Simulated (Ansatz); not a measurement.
# C4H10Si: a ladder of functionals and wavefunction methods

One table from this session's results is given with a row withheld; the runs are named, their logs left out.

Computed with Ansatz 0.2.0, Gaussian basis. Level: functionals in def2-TZVPP, the program's frozen cores in correlated methods.

Levels to be run: LDA (SPW92), PBE-D4, revPBE-D4, BLYP-D4, r2SCAN-D4, B97M-V, PBE0-D4, B3LYP-D4, r2SCANh-D4, r2SCAN0-D4, HSE06-D4, BHLYP-D4, CAM-B3LYP-D4, LC-ωPBE, ωB97X-V, ωB97M-V, B2PLYP, PBE-QIDH; CCSD(T)/def2-SVP; CCSD(T)/def2-TZVPP; MP2/def2-QZVPP; extrapolation to the limit; RPA on PBE.

## The relaxed structure

All runs share one geometry, relaxed beforehand with PBE0-D4 in a triple-zeta def2 set.

SMILES `[SiH3]C1CCC1`, 15 atoms, charge 0, spin multiplicity 1.

Atoms are counted from 1 here; the program's logs count them from 0.

Bond lengths: Si1–C2 1.872 Å, Si1–H6 1.489 Å, Si1–H7 1.489 Å, Si1–H8 1.490 Å, C2–C3 1.552 Å, C2–C5 1.552 Å, C2–H9 1.094 Å, C3–C4 1.539 Å, C3–H10 1.093 Å, C3–H11 1.093 Å, C4–C5 1.539 Å, C4–H12 1.091 Å, C4–H13 1.092 Å, C5–H14 1.093 Å, C5–H15 1.093 Å. Angles: C2–Si1–H6 110.8°, C2–Si1–H7 110.7°, C2–Si1–H8 110.1°, H6–Si1–H7 108.7°, H6–Si1–H8 108.2°, H7–Si1–H8 108.2°, Si1–C2–C3 114.2°, Si1–C2–C5 114.2°, Si1–C2–H9 108.5°, C3–C2–C5 88.1°, C3–C2–H9 115.5°, C5–C2–H9 115.5°, C2–C3–C4 88.8°, C2–C3–H10 111.3°, C2–C3–H11 118.2°, C4–C3–H10 111.9°, C4–C3–H11 117.4°, H10–C3–H11 108.1° and more.

As a file:

```
Si   -1.57512    0.77593    0.79119
C     0.19443    0.72043    0.18233
C     1.00424   -0.50087    0.69295
C     0.72790   -1.20336   -0.64856
C     0.35441    0.16078   -1.25616
H    -1.62242    1.07729    2.24882
H    -2.35113    1.81778    0.06312
H    -2.23666   -0.54011    0.56592
H     0.65353    1.69705    0.36076
H     2.06164   -0.25433    0.81425
H     0.66564   -1.00198    1.60307
H     1.55002   -1.75258   -1.10905
H    -0.13777   -1.86521   -0.58463
H     1.19968    0.62327   -1.77117
H    -0.51018    0.19521   -1.92352
```

Set-up of the first run:

in.yaml

```yaml
crystal:
  periodic: [false, false, false]
  atoms:
    - {symbol: Si, position_ang: [-1.575118, 0.775927, 0.791186]}
    - {symbol: C, position_ang: [0.194431, 0.720433, 0.182330]}
    - {symbol: C, position_ang: [1.004239, -0.500865, 0.692952]}
    - {symbol: C, position_ang: [0.727897, -1.203359, -0.648565]}
    - {symbol: C, position_ang: [0.354410, 0.160779, -1.256160]}
    - {symbol: H, position_ang: [-1.622420, 1.077293, 2.248820]}
    - {symbol: H, position_ang: [-2.351134, 1.817777, 0.063115]}
    - {symbol: H, position_ang: [-2.236662, -0.540108, 0.565916]}
    - {symbol: H, position_ang: [0.653528, 1.697053, 0.360758]}
    - {symbol: H, position_ang: [2.061644, -0.254331, 0.814252]}
    - {symbol: H, position_ang: [0.665642, -1.001980, 1.603066]}
    - {symbol: H, position_ang: [1.550016, -1.752584, -1.109052]}
    - {symbol: H, position_ang: [-0.137772, -1.865214, -0.584628]}
    - {symbol: H, position_ang: [1.199683, 0.623273, -1.771165]}
    - {symbol: H, position_ang: [-0.510185, 0.195207, -1.923523]}
basis:
  gaussian: {orbitals: def2-TZVPP}
hamiltonian: {xc: lda}
output: {orbitals: {seedname: orbitals}}
```

Steps of the session up to this table: LDA; PBE-D4 (GGA); revPBE-D4 (GGA); BLYP-D4 (GGA); r2SCAN-D4 (meta-GGA); B97M-V (meta-GGA); PBE0-D4 (hybrid); B3LYP-D4 (hybrid); r2SCANh-D4 (hybrid); r2SCAN0-D4 (hybrid); HSE06-D4 (hybrid); BHLYP-D4 (hybrid); CAM-B3LYP-D4 (range-separated); LC-ωPBE (range-separated); ωB97X-V (range-separated); ωB97M-V (range-separated); B2PLYP (double hybrid); PBE-QIDH (double hybrid).

One of the session's tables, all rows but one given; the rest of the session is left out.

It belongs to the step «Frontier levels by functional». 

| functional | HOMO (eV) | LUMO (eV) | gap (eV) |
| --- | --- | --- | --- |
| LDA (SPW92) | -6.83 | -0.26 | 6.56 |
| PBE-D4 | -6.78 | -0.03 | 6.75 |
| revPBE-D4 | -6.74 | 0.09 | 6.83 |
| BLYP-D4 | -6.69 | 0.07 | 6.75 |
| r2SCAN-D4 | -7.01 | 0.45 | 7.46 |
| B97M-V | ? | ? | ? |
| PBE0-D4 | -8.02 | 0.80 | 8.82 |
| B3LYP-D4 | -7.84 | 0.55 | 8.39 |
| r2SCANh-D4 | -7.47 | 0.72 | 8.19 |
| r2SCAN0-D4 | -8.18 | 1.10 | 9.28 |
| HSE06-D4 | -7.63 | 0.42 | 8.05 |
| BHLYP-D4 | -9.23 | 1.55 | 10.77 |
| CAM-B3LYP-D4 | -9.40 | 1.69 | 11.09 |
| LC-ωPBE | -10.72 | 2.89 | 13.61 |
| ωB97X-V | -10.39 | 2.71 | 13.10 |
| ωB97M-V | -10.25 | 2.35 | 12.60 |

Estimate the missing values for B97M-V.

As computed: HOMO (eV): -7.16; LUMO (eV): 0.07; gap (eV): 7.24. In the column «HOMO (eV)» it lies between r2SCANh-D4 (-7.47) and r2SCAN-D4 (-7.01).
